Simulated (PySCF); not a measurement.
# [SnH2]+: relaxation and vibrations of the doublet

Where does doublet [SnH2]+ go from a bent start, is the end point a minimum, and what are its modes, charges and moments?

Program: PySCF 2.14.0. Level of theory: PBE0, basis Sn def2-TZVP with ECP28, H def2-TZVP, scalar-relativistic core potentials, no spin–orbit coupling, density fitting. These are calculated values, not measurements.

**1. Where the work starts**

3 atoms, charge 1, spin multiplicity 2.

Bond lengths: Sn1–H2 1.686 Å, Sn1–H3 1.686 Å. Angles: H2–Sn1–H3 110.0°.

```xyz
3
charge 1 multiplicity 2
Sn    0.0000    0.0000    0.0000
H     1.3808    0.0000    0.9668
H    -1.3808    0.0000    0.9668
```

**2. Finding the electronic state**

The steps below are one call of a driver around PySCF. For each, scf.py gives the equivalent set-up of the SCF; relaxations use the driver's own optimiser. After this first run the driver tries any further starts and a stability analysis.

The input, scf.py:

```python
from pyscf import gto, scf, dft
mol = gto.M(atom='''
Sn     0.000000     0.000000     0.000000
H      1.380800     0.000000     0.966800
H     -1.380800     0.000000     0.966800''',
    basis={'Sn': 'def2-TZVP', 'H': 'def2-TZVP'},
    ecp={'Sn': 'def2-TZVP'},
    charge=1, spin=1)
mf = dft.UKS(mol, xc='PBE0')
mf.grids.atom_grid = (50, 194)
aux = {'Sn': 'def2-universal-JKFIT', 'H': 'def2-universal-JKFIT'}
mf = mf.density_fit(auxbasis=aux)
mf.conv_tol = 1e-08
mf.diis_space = 10
mf.max_cycle = 60
mf.init_guess = 'minao'
mf.verbose = 4
mf.kernel()
```

Started as:

```bash
$ OMP_NUM_THREADS=2 python axn.py task.json out
```

Standard output:

```text
init E= -178.496409545941
[... the frontier-level lines of each cycle are left out ...]
cycle= 1 E= -214.407162523351  delta_E= -35.9  |g|= 1.51  |ddm|= 21.7
cycle= 2 E= -214.47515299428  delta_E= -0.068  |g|= 1.64  |ddm|= 4.33
cycle= 3 E= -215.141232750328  delta_E= -0.666  |g|= 0.0411  |ddm|= 1.57
cycle= 4 E= -215.141726624606  delta_E= -0.000494  |g|= 0.0159  |ddm|= 0.0487
cycle= 5 E= -215.141806732336  delta_E= -8.01e-05  |g|= 0.00229  |ddm|= 0.0143
cycle= 6 E= -215.141812899224  delta_E= -6.17e-06  |g|= 0.000643  |ddm|= 0.00535
cycle= 7 E= -215.141813669838  delta_E= -7.71e-07  |g|= 0.000206  |ddm|= 0.00252
cycle= 8 E= -215.141813736418  delta_E= -6.66e-08  |g|= 3.95e-05  |ddm|= 0.000625
cycle= 9 E= -215.141813740298  delta_E= -3.88e-09  |g|= 6.11e-06  |ddm|= 0.000204
Extra cycle  E= -215.141813740341  delta_E= -4.26e-11  |g|= 3.75e-06  |ddm|= 1.54e-05
converged SCF energy = -215.141813740341  <S^2> = 0.75373353  2S+1 = 2.0037301
```

This step, with its further starts and checks, needed 1.8 s of wall time on 2 threads of Arm Neoverse V2, shared host.

No lower solution of this spin turned up in the test of internal stability.

**3. Relaxation: bent start, doublet**

The program finds C2v symmetry in the start, which this walk keeps. Threshold on the gradient: 0.0003 Eh/bohr, with a further test on the energy change.

scf.py: that of step 2 with these lines changed.

```diff
@@ -3,3 +3,3 @@
-Sn     0.000000     0.000000     0.000000
-H      1.380800     0.000000     0.966800
-H     -1.380800     0.000000     0.966800''',
+Sn     0.000000     0.000000    -0.015984
+H      1.380800     0.000000     0.950816
+H     -1.380800     0.000000     0.950816''',
@@ -16 +15,0 @@
-mf.init_guess = 'minao'
```

Steps of the walk:

| step | energy (Eh) | change (kJ/mol) | largest symmetric gradient (Eh/bohr) |
| --- | --- | --- | --- |
| 0 | -215.141814 | 0.00 | 0.01265 |
| 1 | -215.144016 | -5.78 | 0.00352 |
| 2 | -215.144232 | -6.35 | 0.00025 |
| 3 | -215.144233 | -6.35 | 0.00013 |

The walk took 2.9 s.

Geometry (Å) and forces (eV/Å) at some steps:

```
step 0
Sn   0.000   0.000  -0.016   0.000   0.000  -0.183
H    1.381   0.000   0.951   0.651   0.000   0.091
H   -1.381   0.000   0.951  -0.651   0.000   0.091
step 1
Sn   0.000   0.000   0.032   0.000   0.000  -0.018
H    1.461   0.000   0.927   0.181   0.000   0.009
H   -1.461   0.000   0.927  -0.181   0.000   0.009
step 2
Sn   0.000   0.000   0.055   0.000   0.000   0.013
H    1.496   0.000   0.915  -0.013   0.000  -0.006
H   -1.496   0.000   0.915   0.013   0.000  -0.006
step 3
Sn   0.000   0.000   0.054   0.000   0.000   0.007
H    1.495   0.000   0.916  -0.003   0.000  -0.003
H   -1.495   0.000   0.916   0.003   0.000  -0.003
```

It settles in C2v symmetry, 6.4 kJ/mol below the start, after 3 steps: Sn–H 1.725 Å (×2); H–Sn–H 120.1°.

**4. Frequencies**

The point is checked on the finer grid, and tightened if its gradient asks for it. The Hessian and the dipole derivatives come from central differences of analytic gradients, with steps of 0.02 bohr.

scf.py: that of step 3 with these lines changed.

```diff
@@ -3,3 +3,3 @@
-Sn     0.000000     0.000000    -0.015984
-H      1.380800     0.000000     0.950816
-H     -1.380800     0.000000     0.950816''',
+Sn     0.000000     0.000000    -0.013828
+H      1.495185     0.000000     0.846834
+H     -1.495185     0.000000     0.846834''',
@@ -10 +10 @@
-mf.grids.atom_grid = (50, 194)
+mf.grids.atom_grid = (75, 302)
@@ -13 +13 @@
-mf.conv_tol = 1e-08
+mf.conv_tol = 1e-10
```

The driver hands on the density of the step before, so the log starts near convergence.

Log of the central SCF (cycles and frontier levels):

```text
init E= -215.144236609984
[... the frontier-level lines of each cycle are left out ...]
cycle= 1 E= -215.144236609987  delta_E= -2.3e-12  |g|= 1.65e-06  |ddm|= 4.16e-06
Extra cycle  E= -215.144236609987  delta_E= -8.53e-13  |g|= 1.34e-06  |ddm|= 2.84e-06
converged SCF energy = -215.144236609987  <S^2> = 0.75400252  2S+1 = 2.0039985
```

The whole step took 11 s.

Geometry: C2v; Sn–H 1.725 Å (×2); H–Sn–H 120.1°.

Modes, for the most abundant isotopes:

```csv
symmetry,ω (cm⁻¹),IR (km/mol),type
a1,679,28.1,bend
a1,1787,2.0,stretch
b2,1875,9.5,stretch
```

All wavenumbers are real: a minimum.

Properties at this point:

```
Dipole moment about the centre of mass                          : 0.24 D
Highest occupied level                                          : -13.55 eV
Lowest empty level                                              : -10.33 eV
Rotational constants                                            : 11.48, 3.741, 2.822 cm⁻¹
Zero-point energy                                               : 26.0 kJ/mol
Principal polarisabilities                                      : 24.5, 27.6, 38.3 bohr³
Principal traceless quadrupole moments about the centre of mass : -1.51, -0.88, 2.39 D Å
Entropy at 298.15 K and 1 bar (electronic part: spin only)      : 234.0 J/(mol K)
Heat capacity Cp at 298.15 K                                    : 37.1 J/(mol K)
Enthalpy at 298.15 K above 0 K                                  : 10.24 kJ/mol
Rotational symmetry number                                      : 2
Spin squared ⟨S²⟩                                               : 0.754
```

Charges (e) and bond orders:

```
atom  Mulliken  Löwdin  polar tensor  spin (Mulliken)  Mayer order to Sn1
 Sn1      0.75    0.95          1.08             0.67                   –
H2,3      0.12    0.02         -0.04             0.16                0.89
```

Outer orbital energies (eV). α occupied: -36.46, -36.39, -36.23, -36.12, -36.03, -20.95, -16.44, -13.55; empty: -9.60, -6.07, -4.86, -2.09. β occupied: -102.33, -36.36, -36.25, -36.19, -35.98, -35.91, -20.20, -15.70; empty: -10.33, -9.20, -5.56, -4.02.

Mulliken populations on Sn1 (outside its core potential): s 3.68, p 7.49, d 10.06, f 0.01.

**5. Summary of results**

| quantity | value |
| --- | --- |
| minimum | doublet, C2v |
| geometry | Sn–H 1.725 Å (×2); H–Sn–H 120.1° |
| wavenumbers (cm⁻¹) | 679 (a1), 1787 (a1), 1875 (b2) |
| dipole moment (centre of mass) | 0.24 D |
| highest occupied, lowest empty level (either spin) | -13.55, -10.33 eV |
| polar-tensor charge of Sn1 | +1.08 e |
| zero-point energy | 26.0 kJ/mol |
| entropy at 298.15 K | 234.0 J/(mol K) |
| ⟨S²⟩ | 0.754 |

**Reading.** The bent start keeps its C2v symmetry and ends in a minimum. The strongest infrared band lies at 679 cm⁻¹ (a1, bend). Most of the spin sits on Sn1 (Mulliken spin 0.67, against 1 for the whole molecule). Only this shape and spin were tried, so other structures or states may lie lower. With an element this heavy the missing spin–orbit coupling can shift these numbers.

The search up to here took 15 s.
